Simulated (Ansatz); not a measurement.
**BiB (rocksalt type): Wannier functions and tight-binding models**

Where do the localised orbitals of BiB (rocksalt type) sit, how far are they spread, and how do the settings change that? The runs, in order: PBE, anion s p, 6×6×6; PBE, anion s p, 4×4×4; PBE, anion s p, 8×8×8; PBE, anion p, 6×6×6; PBE, all s p, disentangled, 6×6×6 (level, trial orbitals, Wannier mesh).

Method: plane waves, PAW, in Ansatz 0.2.0.

2 further runs of the same task are left out: 2 that didn't finish. Runs told in other sessions of the task aren't counted.

### 1 The structure to begin with

It takes space group Fm-3m (No. 225, cubic). Conventional cell: a = 5.254 Å, b = 5.254 Å, c = 5.254 Å, α = 90.00°, β = 90.00°, γ = 90.00°. Around B (site symmetry m-3m) lie 6 Bi at 2.63 Å. Bi (site symmetry m-3m) has 6 B at 2.63 Å in its first shell of neighbours.

Structure file:

```cif
data_structure
_symmetry_space_group_name_H-M 'Fm-3m'
_symmetry_Int_Tables_number 225
_cell_length_a 5.2537
_cell_length_b 5.2537
_cell_length_c 5.2537
_cell_angle_alpha 90.000
_cell_angle_beta 90.000
_cell_angle_gamma 90.000
_cell_volume 145.01
loop_
_atom_site_label
_atom_site_type_symbol
_atom_site_symmetry_multiplicity
_atom_site_Wyckoff_symbol
_atom_site_fract_x
_atom_site_fract_y
_atom_site_fract_z
_atom_site_occupancy
B1 B 4 a 0.00000 0.00000 0.00000 1
Bi1 Bi 4 b 0.50000 0.00000 0.00000 1
```

Cell and atoms come from an earlier r2SCAN relaxation. No run includes spin-orbit coupling, which matters for Bi.

### 2 PBE, anion s p, 6×6×6

File input.yaml:

```yaml
crystal:
  lattice:
    - [0.0, 2.6268329274, 2.6268329274]
    - [2.6268329274, 0.0, 2.6268329274]
    - [2.6268329274, 2.6268329274, 0.0]
  atoms:
    - { symbol: B, position: [0.0, 0.0, 0.0] }
    - { symbol: Bi, position: [0.5, 0.5, 0.5] }
kpoints:
  mp_grid: { grid: [6, 6, 6] }
  band_path:
    path:
      - [[0.0, 0.0, 0.0], [0.5, 4.849349172379e-35, 0.5], [0.625, 0.25, 0.625]]
      - [[0.375, 0.375, 0.75], [0.0, 0.0, 0.0], [0.5, 0.5, 0.5], [0.5, 0.25, 0.75], [0.5, 4.849349172379e-35, 0.5]]
    npoints: 10
hamiltonian:
  xc: pbe
scf:
  occupations: { method: fermi_dirac, width: 0.02 }
  n_extra_bands: 6
output:
  forces: false
  stress: false
  eigenvalues: true
  wannier:
    kmesh: [6, 6, 6]
    projections: [{ species: B, l: s, shell: 2 }, { species: B, l: p, shell: 2 }]
    minimise: true
    write_hr: true
    conv_tol: 1.0e-08
    max_iter: 3000
```

Launch:

```sh
$ ansatz run input.yaml --threads 4 --pin off --max-ram 3686MiB --backend cpu --events-out ev --progress --plain --runs-dir out
```

Further steps of the session: PBE, anion s p, 4×4×4; PBE, anion s p, 8×8×8; PBE, anion p, 6×6×6; PBE, all s p, disentangled, 6×6×6.

Q: Predict the results of all the runs planned. Wanted: total spread, PBE, anion s p, 6×6×6; total spread, PBE, anion s p, 4×4×4; total spread, PBE, anion s p, 8×8×8; total spread, PBE, anion p, 6×6×6; total spread, PBE, all s p, disentangled, 6×6×6; centres of the first set.

As calculated:

| quantity | value |
| --- | --- |
| total spread, PBE, anion s p, 6×6×6 | 14.79 Å² over 4 functions |
| total spread, PBE, anion s p, 4×4×4 | 10.45 Å² over 4 functions |
| total spread, PBE, anion s p, 8×8×8 | 16.62 Å² over 4 functions |
| total spread, PBE, anion p, 6×6×6 | 13.53 Å² over 3 functions |
| total spread, PBE, all s p, disentangled, 6×6×6 | 11.71 Å² over 8 functions |
| centres of the first set | 0.74 to 0.79 Å from the nearest atom |

What this shows: With PBE, anion s p, 6×6×6 the 4 functions move off the atoms, with a mean spread of 3.70 Å²; 83 % of the total is gauge invariant. The total spread goes from 10.45 Å² on 4×4×4 to 16.62 Å² on 8×8×8: finite differences in k understate it on coarse meshes, while the largest miss of a band goes from 3.56 to 0.49 eV. The disentangled models miss some band by up to 1.6 eV, which may lie outside their frozen windows.
